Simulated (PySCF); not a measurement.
**[In(NMe2)H3]-: geometry, NMR shifts and electronic excitations**

Wanted: the NMR shifts and electronic excitations of [In(NMe2)H3]- (`[H][In-]([H])([H])[N](C)C`), by calculation.

The runs use PySCF 2.14.0, with density-fitted response routines of our own; the level of theory stands in each step. All values are computed, except where a source is named. Atoms count from 0, in the outputs and in this text.

**1. The molecule as given**

13 atoms, charge -1, multiplicity 1; geometry from: GFN2-xTB.

Bonds of the start (Å): In0–N1 2.08, In0–H10 1.72, In0–H11 1.72, In0–H12 1.76, N1–C2 1.45, N1–C3 1.45, C2–H4 1.10, C2–H5 1.09, C2–H6 1.10, C3–H7 1.09, C3–H8 1.10, C3–H9 1.10.

**2. Geometry optimisation at PBE0-D3(BJ)/def2-SVP**

What the job is given:

```
{"job": {"xc": "PBE0", "basis": "def2-SVP", "d3": "d3bj", "grid": 1, "maxiter": 40, "kind": "geom"}, "charge": -1, "multiplicity": 1}
In     0.008720     0.014440    -1.815640
N      0.190250     0.341230     0.226690
C      1.063360    -0.539280     0.972960
C     -1.017740     0.621380     0.971740
H      1.361640    -0.060950     1.915960
H      1.954580    -0.734500     0.371340
H      0.589040    -1.506580     1.215900
H     -1.655250     1.271630     0.366940
H     -1.588290    -0.291330     1.219920
H     -0.769120     1.132340     1.912010
H      1.573900    -0.097300    -2.526020
H     -0.873990     1.306610    -2.535010
H     -0.837100    -1.457700    -2.296780
```

**Question.** This job is followed by: GIAO PBE0/pcSseg-1 In:def2-TZVP NMR shielding, non-relativistic, gas phase; TDDFT PBE0/def2-SVPD, vertical, gas phase, core orbitals frozen in the response; GIAO B3LYP/pcSseg-1 In:def2-TZVP NMR shielding, non-relativistic, gas phase. Predict these results of the whole session: point group; rotational constants (main isotopes); 13C shifts against TMS (PBE0/def2-TZVP+pcSseg-1, means over atoms taken as alike); 1H shifts against TMS (PBE0/def2-TZVP+pcSseg-1, means over atoms taken as alike); 15N shifts against NH3 (PBE0/def2-TZVP+pcSseg-1); lowest singlet (PBE0/def2-SVPD); brightest single state of those computed; lowest triplet; range of the shift of N1.

As calculated:

```
                                                                         quantity                        value
                                                                      point group                           Cs
                                             rotational constants (main isotopes)         8.21, 2.04, 1.73 GHz
13C shifts against TMS (PBE0/def2-TZVP+pcSseg-1, means over atoms taken as alike)                     50.1 ppm
 1H shifts against TMS (PBE0/def2-TZVP+pcSseg-1, means over atoms taken as alike)               4.27, 2.49 ppm
                                 15N shifts against NH3 (PBE0/def2-TZVP+pcSseg-1)                     19.4 ppm
                                                  lowest singlet (PBE0/def2-SVPD)  3.82 eV (324 nm), f = 0.029
                                         brightest single state of those computed  state 8, 5.53 eV, f = 0.123
                                                                   lowest triplet                      3.71 eV
                                                         range of the shift of N1             19.4 to 28.3 ppm
```

What this shows: Relaxing lowered the energy by 0.227 eV in 4 steps; the close pair that moved most is In0–N1, from 2.076 to 2.164 Å. No frequency check was run at this level, so the end point may be a saddle. At PBE0/def2-TZVP+pcSseg-1: Shielding is most anisotropic at C2, C3 (span 80 ppm, paramagnetic term -109 ppm). The lowest singlet, at 3.82 eV, is HOMO→LUMO 0.91, HOMO→LUMO+1 0.09 and is weak; of the 10 states computed, the strongest absorption comes from states 8 to 9 together at 5.53 eV. The lowest triplet lies 0.11 eV below the lowest singlet (triplets in Tamm-Dancoff, singlets in full TDDFT). Spin-orbit coupling, left out, mixes singlets and triplets in elements this heavy. The lowest singlet lies above −ε(HOMO); no detachment energy was computed, so the anion's states may not be bound. In ppm, N1 moves most: its shift spreads over 8.9 ppm, from 19.4 (PBE0/def2-TZVP+pcSseg-1) to 28.3 (B3LYP/def2-TZVP+pcSseg-1). Spin-orbit coupling is left out, which matters for shieldings and couplings at and beside the heavy atoms.
